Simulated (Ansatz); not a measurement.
# BrGaHO radical: small, medium and large basis sets

How large a basis does BrGaHO radical need? Two functionals are run in growing sets.

Computed with Ansatz 0.2.0, Gaussian basis. Level: one geometry, several basis sets.

The runs, in order: PBE0-D4/def2-SVP; ωB97M-V/def2-SVP; PBE0-D4/def2-QZVPP; ωB97M-V/def2-QZVPP; the functionals' def2-TZVPP values are taken from earlier runs.

## 1. Structure used throughout

The geometry comes from an earlier relaxation with PBE0-D4 in a triple-zeta def2 set; it is a stationary point.

SMILES `[OH][Ga][Br]`, 4 atoms, charge 0, spin multiplicity 2.

Atoms are counted from 1 here; the program's logs count them from 0.

Bond lengths: O1–Ga2 1.795 Å, O1–H4 0.961 Å, Ga2–Br3 2.313 Å. Angles: Ga2–O1–H4 114.2°, O1–Ga2–Br3 116.0°.

Coordinates:

```
O    -0.94544    0.04553   -0.52780
Ga    0.60760    0.44161    0.28023
Br    1.82329   -1.35874    1.07569
H    -1.42985    0.81131   -0.84841
```

## 2. PBE0-D4 in def2-SVP

Contents of in.yaml:

```yaml
crystal:
  periodic: [false, false, false]
  atoms:
    - {symbol: O, position_ang: [-0.945443, 0.045527, -0.527805]}
    - {symbol: Ga, position_ang: [0.607604, 0.441609, 0.280225]}
    - {symbol: Br, position_ang: [1.823291, -1.358743, 1.075686]}
    - {symbol: H, position_ang: [-1.429851, 0.811306, -0.848406]}
basis:
  gaussian: {orbitals: def2-SVP}
magnetization: {spin_polarized: true, initial_magnetization: 1}
hamiltonian: {xc: pbe0, dispersion: d4}
output: {orbitals: {seedname: orbitals}}
```

The runs that follow: ωB97M-V in def2-SVP; PBE0-D4 in def2-QZVPP; ωB97M-V in def2-QZVPP.

Before running them: what should the planned runs give, taken together? Wanted: PBE0-D4: double and triple zeta above quadruple; ωB97M-V: double and triple zeta above quadruple.

**Answer**, as computed:

| quantity | value |
| --- | --- |
| PBE0-D4: double and triple zeta above quadruple | 20.63, 2.74 eV |
| ωB97M-V: double and triple zeta above quadruple | 20.50, 2.65 eV |

PBE0-D4 gains 17.89 eV from double to triple zeta, then 2.74 eV more. Total energies overstate the basis error of differences, where much of it tends to cancel.
